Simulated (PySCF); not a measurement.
# GeTe+: from the state search to spectroscopic constants

Aim: find the lowest electronic state of GeTe+, scan its bond at several levels of theory, and get bond length, wavenumber and dissociation energy from each curve.

Method: Ge def2-SVP, Te def2-SVP with ECP28, scalar-relativistic core potentials; program: PySCF 2.14.0.

## (1) Input

The job is set up so:

- atoms: Ge, Te
- charge: 1
- basis: Ge def2-SVP, Te def2-SVP with ECP28
- Hamiltonian: scalar-relativistic core potentials
- basis functions: 58
- electrons treated: 55
- masses in u: 73.9212, 129.9062
- levels: PBE0, PBE, r²SCAN, PBEsol, TPSS, BP86, CAM-B3LYP, HF, MP2, SCS-MP2, CCSD, CCSD(T)
- grid: 80 radial by 434 angular points
- occupations: held fixed by the projection of orbital angular momentum
- dissociation limit: Ge+ + Te, each in its ground configuration
- starting distance in angstrom: 2.580
- values of 2S to try: 1, 3

Started as:

```sh
OMP_NUM_THREADS=1 python dia.py task.json out
```

Further steps of the session: First curve: PBE0; Excited determinants; PBE; r²SCAN (meta-GGA); PBEsol (GGA); TPSS (meta-GGA); BP86; CAM-B3LYP (range-separated hybrid); ROHF; Adding correlation.

Before running it: what results should come out? Wanted: for each run, Re; ωe; De; μ.

**Answer**, as computed:

Lowest PBE0 solution found, without spin–orbit coupling: ²Π (doublet), unpaired electrons π ↑. State 2 has its PBE0 minimum 0.54 eV higher. State 3 has its PBE0 minimum 1.47 eV higher. The other levels ran on the lowest alone.

| level | Re (Å) | ωe (cm⁻¹) | De (eV) | μ (D) |
| --- | --- | --- | --- | --- |
| ROHF | 2.490 | 279.6 | 1.77 | -3.48 |
| ROHF-MP2 | 2.496 | 279.7 | 2.85 | n/a |
| ROHF-SCS-MP2 | 2.502 | 276.0 | 2.72 | n/a |
| ROHF-CCSD | 2.513 | 266.3 | 2.75 | n/a |
| ROHF-CCSD(T) | 2.530 | 254.6 | 2.95 | n/a |
| PBE | 2.525 | 257.3 | 3.69 | -2.55 |
| PBEsol | 2.505 | 264.2 | 3.91 | -2.47 |
| BP86 | 2.529 | 255.4 | 3.66 | -2.60 |
| TPSS | 2.516 | 259.9 | 3.57 | -2.56 |
| r²SCAN | 2.501 | 266.2 | 3.47 | -2.55 |
| PBE0 | 2.494 | 272.1 | 3.34 | -2.73 |
| CAM-B3LYP | 2.482 | 278.1 | 3.12 | -2.86 |

De is counted to Ge+ + Te in their ground configurations. A positive dipole points from Ge to Te; in an ion it is taken about the centre of mass and does not tell which atom is negative.

**Reading.** The methods spread over 0.048 Å in bond length, from CAM-B3LYP to ROHF-CCSD(T). Among the levels with a De in the table, it runs from 1.77 eV (ROHF) to 3.91 eV (PBEsol).

Correlated steps freeze 13 core orbitals. Spin–orbit coupling is left out, which matters for elements this heavy, above all for dissociation energies. T1 is 0.023 near the minimum (highest on the curve 0.051), which may point to more than one leading configuration. With spin–orbit coupling the term label itself may not hold.
